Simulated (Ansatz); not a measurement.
**VOF₃: one species, many methods**

One table from this session's results is given with a row withheld; the runs are named, their logs left out.

The runs use Ansatz 0.2.0, Gaussian basis; functionals in def2-TZVPP, the program's frozen cores in correlated methods.

Levels to be run: LDA (SPW92), PBE-D4, revPBE-D4, BLYP-D4, r2SCAN-D4, B97M-V, PBE0-D4, B3LYP-D4, r2SCANh-D4, r2SCAN0-D4, HSE06-D4, BHLYP-D4, CAM-B3LYP-D4, LC-ωPBE, ωB97X-V, ωB97M-V, B2PLYP, PBE-QIDH; CCSD(T)/def2-SVP; CCSD(T)/def2-TZVPP; MP2/def2-QZVPP; extrapolation to the limit; RPA on PBE.

## Structure used throughout

All runs share one geometry, relaxed beforehand with PBE0-D4 in a triple-zeta def2 set.

5 atoms, charge 0, spin multiplicity 1.

Atoms are counted from 1 here; the program's logs count them from 0.

Bond lengths: O1–V2 1.541 Å, V2–F3 1.712 Å, V2–F4 1.712 Å, V2–F5 1.712 Å. Angles: O1–V2–F3 108.5°, O1–V2–F4 108.5°, O1–V2–F5 108.5°, F3–V2–F4 110.4°, F3–V2–F5 110.4°, F4–V2–F5 110.4°.

Geometry (Å):

```mol
F3OV
  3D, bonds by distance, orders not assigned

  5  4  0  0  0  0  0  0  0  0999 V2000
    0.5748   -0.8767    1.1606 O   0  0
    0.0163   -0.0244    0.0048 V   0  0
   -1.3874    0.7854    0.5568 F   0  0
   -0.3673   -1.0641   -1.3000 F   0  0
    1.2135    1.1061   -0.4636 F   0  0
  1  2  8  0
  2  3  8  0
  2  4  8  0
  2  5  8  0
M  END
```

The first run:

Input file in.yaml:

```yaml
crystal:
  periodic: [false, false, false]
  atoms:
    - {symbol: O, position_ang: [0.574833, -0.876676, 1.160628]}
    - {symbol: V, position_ang: [0.016300, -0.024363, 0.004781]}
    - {symbol: F, position_ang: [-1.387411, 0.785365, 0.556751]}
    - {symbol: F, position_ang: [-0.367269, -1.064144, -1.300003]}
    - {symbol: F, position_ang: [1.213548, 1.106117, -0.463557]}
basis:
  gaussian: {orbitals: def2-TZVPP}
hamiltonian: {xc: lda}
output: {orbitals: {seedname: orbitals}}
```

Among the steps run: LDA; PBE-D4 (GGA); revPBE-D4 (GGA); BLYP-D4 (GGA); r2SCAN-D4 (meta-GGA); B97M-V (meta-GGA); PBE0-D4 (hybrid); B3LYP-D4 (hybrid); r2SCANh-D4 (hybrid); r2SCAN0-D4 (hybrid); HSE06-D4 (hybrid); BHLYP-D4 (hybrid); CAM-B3LYP-D4 (range-separated); LC-ωPBE-D4 (range-separated; the results give it without D4); ωB97X-V (range-separated); ωB97M-V (range-separated); B2PLYP (double hybrid); PBE-QIDH (double hybrid).

One of the session's tables, all rows but one given; the rest of the session is left out.

It belongs to the step «Orbital energies across the functionals». 

| functional | HOMO (eV) | LUMO (eV) | gap (eV) |
| --- | --- | --- | --- |
| LDA (SPW92) | -9.86 | -5.20 | 4.66 |
| PBE-D4 | -9.58 | -4.87 | 4.71 |
| revPBE-D4 | -9.48 | -4.76 | 4.72 |
| BLYP-D4 | -9.51 | -4.85 | 4.66 |
| r2SCAN-D4 | -10.03 | -4.95 | 5.07 |
| B97M-V | -10.11 | -4.98 | 5.13 |
| PBE0-D4 | -11.46 | -4.05 | 7.41 |
| B3LYP-D4 | -11.18 | -4.38 | 6.80 |
| r2SCANh-D4 | -10.73 | -4.62 | 6.11 |
| r2SCAN0-D4 | -11.78 | -4.09 | 7.68 |
| HSE06-D4 | ? | ? | ? |
| BHLYP-D4 | -13.26 | -3.09 | 10.17 |
| CAM-B3LYP-D4 | -13.01 | -2.96 | 10.05 |
| LC-ωPBE | -14.32 | -1.64 | 12.68 |
| ωB97X-V | -13.97 | -1.69 | 12.28 |
| ωB97M-V | -13.91 | -1.68 | 12.23 |

**Question.** Estimate the row for HSE06-D4.

As computed: HOMO (eV): -11.04; LUMO (eV): -4.44; gap (eV): 6.60. In the column «HOMO (eV)» it lies between B3LYP-D4 (-11.18) and r2SCANh-D4 (-10.73).
